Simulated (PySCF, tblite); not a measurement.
# CH7OSi2 radical: geometry, infrared bands and EPR parameters

Aim: predict the infrared bands and EPR parameters of CH7OSi2 radical (`CO[SiH][SiH3]`).

Computed with tblite 0.8.0 and PySCF 2.14.0, with density-fitted response routines of our own, on a single molecule in the gas phase. Atoms are numbered from 0 throughout.

**1. Starting geometry**

11 atoms, charge 0, multiplicity 2; geometry from: force field or distance geometry start.

Bonds of the start (Å): C0–O1 1.39, O1–Si2 1.70, Si2–Si3 2.20, C0–H4 1.10, C0–H5 1.09, C0–H6 1.10, Si2–H7 1.45, Si3–H8 1.46, Si3–H9 1.48, Si3–H10 1.46.

**2. Optimising the geometry with GFN2-xTB**

Job settings and geometry (Å):

```
{"job": {"kind": "relax", "xc": "GFN2-xTB", "basis": "xTB"}, "charge": 0, "multiplicity": 2}
C     -1.625900     0.226000     0.274400
O     -1.469300    -0.913000    -0.512300
Si     0.140500    -0.911800    -1.062400
Si     1.525600     0.375300     0.057600
H     -1.481900     1.082200    -0.393800
H     -0.809000     0.216500     1.002900
H     -2.614000     0.283500     0.762900
H      0.641700    -2.272900    -1.098900
H      1.144300     0.655500     1.442500
H      2.807600    -0.363500     0.165100
H      1.745800     1.624900    -0.664000
```

Command:

```bash
OMP_NUM_THREADS=1 python probes_run.py task.json out
```

One launch serves the whole session: the jobs run in the order shown.

**Question.** This job is followed by: GFN2-xTB harmonic vibrations, gas phase; UKS B3LYP, pcH-1 on C H O Si, non-relativistic, mean-field spin-orbit, GIAO. What will the session give for the following? strongest single infrared mode (GFN2-xTB); zero-point energy (GFN2-xTB); g(iso) (B3LYP); ⟨S²⟩; largest a(iso) (averaged by class); surface potential, 1st and 99th percentile.

The runs gave:

| quantity | value |
| --- | --- |
| strongest single infrared mode (GFN2-xTB) | 808 cm⁻¹, 429 km/mol |
| zero-point energy (GFN2-xTB) | 45.4 kcal/mol |
| g(iso) (B3LYP) | 2.00319 |
| ⟨S²⟩ | 0.752 (exact 0.75) |
| largest a(iso) (averaged by class) | 29Si on Si2, -410.0 MHz |
| surface potential, 1st and 99th percentile | -1.19 V and 1.14 V |

**Reading.** Relaxing lowered the energy by 0.740 eV in 96 steps; the close pair that moved most is Si2–Si3, from 2.198 to 2.285 Å. All 27 modes are real, so the xTB geometry is a minimum. The strongest single mode, at 808 cm⁻¹, is spread over several atoms, H9, H8, H10 among them. Unscaled tight-binding wavenumbers are off by several per cent, some by more. Its intensities can rank the bands wrongly. Most of the unpaired spin sits on Si2 (0.78 e). The isotropic g lies 0.9 ppt above the free-electron value.
